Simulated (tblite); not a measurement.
# GFN1-xTB run of BSi2H5Cl2 (SMILES [SiH3][SiH2]B(Cl)Cl)

Aim: the electronic atomisation energy of BSi2H5Cl2 at GFN1-xTB, from 5 runs. 

The calculation is run with tblite 0.8.0.

13 further runs of the same task are left out: 13 set aside as unsound or not needed.

## (1) Starting point

BSi2H5Cl2: 10 atoms, total charge 0, spin state singlet. As SMILES, `[SiH3][SiH2]B(Cl)Cl`. Geometry: optimised at GFN1-xTB.

Bond lengths: Si1–Si2 2.324 Å, Si2–B3 1.994 Å, B3–Cl4 1.767 Å, B3–Cl5 1.766 Å, Si1–H6 1.463 Å, Si1–H7 1.463 Å, Si1–H8 1.463 Å, Si2–H9 1.468 Å, Si2–H10 1.468 Å. Some angles: Si1–Si2–B3 115.4°, Si2–B3–Cl4 121.5°, Si2–B3–Cl5 121.7°, Cl4–B3–Cl5 116.6°, Si1–Si2–H9 111.2°, Si1–Si2–H10 111.1°, B3–Si2–H9 107.3°, B3–Si2–H10 107.3°, Si2–Si1–H6 113.7°, Si2–Si1–H7 114.2°.

## (2) The harmonic vibrations at GFN1-xTB

File molecule.xyz:

```xyz
10

Si    -1.622019     0.031132     0.634130
Si     0.698607     0.110419     0.526826
B      1.481275    -0.139347    -1.290574
Cl     1.853431    -1.746312    -1.923020
Cl     1.720915     1.220608    -2.392083
H     -2.153794     0.173508     1.990074
H     -2.202414    -1.216766     0.136884
H     -2.289003     1.079539    -0.138771
H      1.305606    -0.896094     1.405513
H      1.207407     1.383302     1.051031
```

File run.py:

```python
import json
import numpy as np
from tblite.interface import Calculator
from tblite.interface import symbols_to_numbers
from ase.data import atomic_masses

symbols = list(map(str, np.loadtxt("molecule.xyz", skiprows=2, usecols=0, dtype=str, ndmin=1)))
numbers = np.array(symbols_to_numbers(symbols))
positions = np.loadtxt("molecule.xyz", skiprows=2, usecols=(1, 2, 3), ndmin=2) / 0.52917721

tb = Calculator("GFN1-xTB", numbers, positions, charge=0, uhf=0)
tb.set("verbosity", 0)
tb.set("accuracy", 0.01)
result = tb.singlepoint()
h = 0.005  # bohr
n = positions.size
H, D = np.zeros((n, n)), np.zeros((n, 3))
for a in range(n):
    g, d = [], []
    for sign in (1, -1):
        x = positions.ravel().copy()
        x[a] += sign * h
        tb.update(x.reshape(-1, 3))
        y = tb.singlepoint()
        g.append(y.get('gradient').ravel())
        d.append(y.get('dipole'))
    H[a], D[a] = (g[0] - g[1]) / (2 * h), (d[0] - d[1]) / (2 * h)
mass = np.repeat(atomic_masses[numbers], 3)
H = (H + H.T) / 2 / np.sqrt(np.outer(mass, mass))
# project out translations and rotations
com = positions - atomic_masses[numbers] @ positions / atomic_masses[numbers].sum()
T = [np.tile(v, len(numbers)) for v in np.eye(3)] + [np.cross(com, v).ravel() for v in np.eye(3)]
U, sv, _ = np.linalg.svd((np.array(T) * np.sqrt(mass)).T)
Q = U[:, (sv > 1e-3 * sv.max()).sum():]
w, V = np.linalg.eigh(Q.T @ H @ Q)
freq = np.sign(w) * np.sqrt(np.abs(w)) * 5140.487
inten = (((Q @ V).T / np.sqrt(mass)) @ D) ** 2
inten = inten.sum(axis=1) * 974.88
print(f"E = {result.get('energy'):.8f} Eh, max gradient {np.abs(result.get('gradient')).max():.2e} Eh/bohr")
print("mode   frequency/cm^-1   IR/(km/mol)")
for i, (v, s) in enumerate(zip(freq, inten), 1):
    print(f"{i:4d} {v:14.2f} {s:14.3f}")
zpe = freq[freq > 0].sum() / 2 / 219474.63
print(f"imaginary modes: {(freq < -10).sum()}, zero-point energy {zpe:.6f} Eh = {zpe * 627.5095:.4f} kcal/mol")
out = {k: np.asarray(result.get(k)).tolist() for k in ("energy", "gradient", "charges", "dipole", "orbital-energies", "orbital-occupations")}
out.update(symbols=symbols, positions=(positions * 0.529177210903).tolist(), frequencies=freq.tolist(), intensities=inten.tolist(), zpe=zpe)
json.dump(out, open("results.json", "w"))
```

Started as:

```bash
$ python run.py
```

Output:

```text
E = -16.37052068 Eh, max gradient 2.32e-05 Eh/bohr
mode   frequency/cm^-1   IR/(km/mol)
   1         -15.62          0.412
   2          40.95          0.019
   3          53.86          3.038
   4          62.78          0.171
   5         217.84         28.272
   6         268.05         76.515
   7         273.89         11.040
   8         386.14         29.300
   9         438.69          9.750
  10         464.68          4.722
  11         492.27          4.951
  12         618.10         96.347
  13         649.94        889.188
  14         805.10        804.352
  15         822.37        334.192
  16         855.17         17.826
  17         857.64        231.538
  18         861.56        524.648
  19         900.67         27.305
  20        2123.72        439.224
  21        2125.12        191.174
  22        2151.39        357.515
  23        2153.60        399.946
  24        2154.97        127.624
imaginary modes: 1, zero-point energy 0.045059 Eh = 28.2748 kcal/mol
```

It took 2 s on 1 thread of AMD EPYC (Zen 3), shared host.

## (3) The B atom: the energy at GFN1-xTB

File geom.xyz:

```xyz
1

B      0.000000     0.000000     0.000000
```

File xtb_job.py:

```python
"""GFN1-xTB single point"""
import json
import numpy as np
from tblite.interface import Calculator
from tblite.interface import symbols_to_numbers

symbols = list(map(str, np.loadtxt("geom.xyz", skiprows=2, usecols=0, dtype=str, ndmin=1)))
numbers = np.array(symbols_to_numbers(symbols))
positions = np.loadtxt("geom.xyz", skiprows=2, usecols=(1, 2, 3), ndmin=2) / 0.529177210903

tb = Calculator("GFN1-xTB", numbers, positions, charge=0, uhf=1)
tb.set("accuracy", 0.1)
tb.add("spin-polarization", 1.0)
res = tb.singlepoint()

print(f"E(total): {res.get('energy') * 2625.4996:.8f} kJ/mol")
eps = np.atleast_2d(res.get("orbital-energies")) * 27.211386
occ = np.atleast_2d(res.get("orbital-occupations"))
filled = occ.sum(axis=0) if eps.shape[0] == 1 else occ[0]
homo = np.nonzero(filled > 0.5)[0].max()
print(f"HOMO {eps[0, homo]:.4f} eV")
if homo + 1 < eps.shape[1]:
    print(f"LUMO {eps[0, homo + 1]:.4f} eV, gap {eps[0, homo + 1] - eps[0, homo]:.4f} eV")
mu = res.get("dipole") * 2.541746
print(f"|mu|: {np.linalg.norm(mu):.4f} D, components " + " ".join(f"{c:.4f}" for c in mu))
q = res.get("charges")
print("Charges:", " ".join(f"{s}{i + 1}={c:+.4f}" for i, (s, c) in enumerate(zip(symbols, q))))
out = {k: np.asarray(res.get(k)).tolist() for k in ("energy", "gradient", "charges", "dipole", "orbital-energies", "orbital-occupations")}
out.update(symbols=symbols, positions=(positions * 0.529177210903).tolist())
json.dump(out, open("results.json", "w"))
```

Run the same way, it converges to -1.20966 Eh (log not shown).

## (4) The Cl atom: the energy at GFN1-xTB

File input.xyz:

```xyz
1
start geometry
Cl     0.000000     0.000000     0.000000
```

File run.py:

```python
import json
import numpy as np
from tblite.interface import Calculator
from tblite.interface import symbols_to_numbers

symbols = list(map(str, np.loadtxt("input.xyz", skiprows=2, usecols=0, dtype=str, ndmin=1)))
numbers = np.array(symbols_to_numbers(symbols))
positions = np.loadtxt("input.xyz", skiprows=2, usecols=(1, 2, 3), ndmin=2) / 0.529177210903

calc = Calculator("GFN1-xTB", numbers, positions, charge=0, uhf=1)
calc.set("verbosity", 0)
calc.set("accuracy", 0.1)
calc.add("spin-polarization", 1.0)
sp = calc.singlepoint()

print(f"total energy: {sp.get('energy') * 27.211386:.8f} eV")
eps = np.atleast_2d(sp.get("orbital-energies")) * 27.211386
occ = np.atleast_2d(sp.get("orbital-occupations"))
filled = occ.sum(axis=0) if eps.shape[0] == 1 else occ[0]
homo = np.nonzero(filled > 0.5)[0].max()
print(f"HOMO {eps[0, homo]:.4f} eV")
if homo + 1 < eps.shape[1]:
    print(f"LUMO {eps[0, homo + 1]:.4f} eV, gap {eps[0, homo + 1] - eps[0, homo]:.4f} eV")
mu = sp.get("dipole") * 2.541746
print(f"Dipole moment: {np.linalg.norm(mu):.4f} D, components " + " ".join(f"{c:.4f}" for c in mu))
q = sp.get("charges")
print("Charges:", " ".join(f"{s}{i + 1}={c:+.4f}" for i, (s, c) in enumerate(zip(symbols, q))))
out = {k: np.asarray(sp.get(k)).tolist() for k in ("energy", "gradient", "charges", "dipole", "orbital-energies", "orbital-occupations")}
out.update(symbols=symbols, positions=(positions * 0.529177210903).tolist())
json.dump(out, open("results.json", "w"))
```

Started as:

```bash
$ python run.py
```

Output:

```text
total energy: -113.59063677 eV
HOMO -13.3205 eV
LUMO -1.5346 eV, gap 11.7858 eV
Dipole moment: 0.0000 D, components 0.0000 0.0000 0.0000
Charges: Cl1=+0.0000
```

It took 0.39 s on 1 thread of AMD EPYC (Zen 3), shared host.

## (5) The H atom: the energy at GFN1-xTB

File run.py:

```python
# GFN1-xTB single point with ASE
import json
import numpy as np
from ase import Atoms
from ase.units import Bohr
from tblite.ase import TBLite
from ase.units import kJ, mol as mol_
from ase.units import Debye

atoms = Atoms(["H"], positions=Bohr * np.array([
    [0.000000, 0.000000, 0.000000],
]))
start = atoms.get_positions()

atoms.calc = TBLite(
    method="GFN1-xTB",
    charge=0,
    multiplicity=2,
    accuracy=0.1,
    spin_polarization=1.0,
    verbosity=0,
)
print(f"Energy: {atoms.get_potential_energy() / (kJ / mol_):.6f} kJ/mol")
print(f"Dipole: {np.linalg.norm(atoms.get_dipole_moment()) / Debye:.4f} D")
print("Charges:", np.round(atoms.get_charges(), 4))
json.dump(dict(energy=atoms.get_potential_energy(), forces=atoms.get_forces().tolist(), dipole=atoms.get_dipole_moment().tolist(), charges=atoms.get_charges().tolist(),
               symbols=atoms.get_chemical_symbols(), start=start.tolist(), final=atoms.positions.tolist()), open("results.json", "w"))
```

Run the same way, it converges to -0.43724 Eh (log not shown).

## (6) The Si atom: the energy at GFN1-xTB

File calc.py:

```python
import json
import numpy as np
from ase import Atom, Atoms
from tblite.ase import TBLite
from ase.units import kcal, mol as mol_
from ase.units import Debye

mol = Atoms([
    Atom("Si", (0.000000, 0.000000, 0.000000)),
])
start = mol.get_positions()

mol.calc = TBLite(
    method="GFN1-xTB",
    multiplicity=3,
    accuracy=0.1,
    spin_polarization=1.0,
)
print(f"E: {mol.get_potential_energy() / (kcal / mol_):.6f} kcal/mol")
print(f"Dipole: {np.linalg.norm(mol.get_dipole_moment()) / Debye:.4f} D")
for a, q in zip(mol, mol.get_charges()):
    print(f"{a.symbol}{a.index + 1} {q:+.4f}")
json.dump(dict(energy=mol.get_potential_energy(), forces=mol.get_forces().tolist(), dipole=mol.get_dipole_moment().tolist(), charges=mol.get_charges().tolist(),
               symbols=mol.get_chemical_symbols(), start=start.tolist(), final=mol.positions.tolist()), open("results.json", "w"))
```

Run the same way, it converges to -1.65220 Eh (log not shown).

## (7) What came out

Level: GFN1-xTB.

```
                                      quantity                 value
                        molecule: total energy          -16.37052 Eh
                       molecule: dipole moment                0.75 D
                         molecule: HOMO energy             -11.61 eV
                         molecule: LUMO energy              -8.71 eV
                       molecule: HOMO–LUMO gap               2.90 eV
            molecule: largest force on an atom            0.001 eV/Å
          molecule: lowest harmonic wavenumber  16i cm⁻¹ (imaginary)
         molecule: highest harmonic wavenumber             2155 cm⁻¹
                          B atom: total energy           -1.20966 Eh
                         B atom: dipole moment                0.00 D
 B atom: HOMO energy (as the program lists it)             -13.09 eV
 B atom: LUMO energy (as the program lists it)              -8.14 eV
              B atom: largest force on an atom            0.000 eV/Å
                         Cl atom: total energy           -4.17438 Eh
                        Cl atom: dipole moment                0.00 D
Cl atom: HOMO energy (as the program lists it)             -13.32 eV
Cl atom: LUMO energy (as the program lists it)              -1.53 eV
             Cl atom: largest force on an atom            0.000 eV/Å
                          H atom: total energy           -0.43724 Eh
                         H atom: dipole moment                0.00 D
              H atom: largest force on an atom            0.000 eV/Å
                         Si atom: total energy           -1.65220 Eh
                        Si atom: dipole moment                0.00 D
             Si atom: largest force on an atom            0.000 eV/Å
                 electronic atomisation energy             35.960 eV
```

Taking the molecule apart into free atoms costs 35.96 eV (829 kcal/mol), before zero-point energy and without spin-orbit coupling. Tight-binding and semi-empirical models aren't fitted to free atoms, so this value can be far from the true one. 1 mode is imaginary (lowest 16i cm⁻¹); so small a value may be numerical noise or a very soft motion. Mulliken charges (molecule) run from -0.14 on Cl5 to +0.28 on B3.
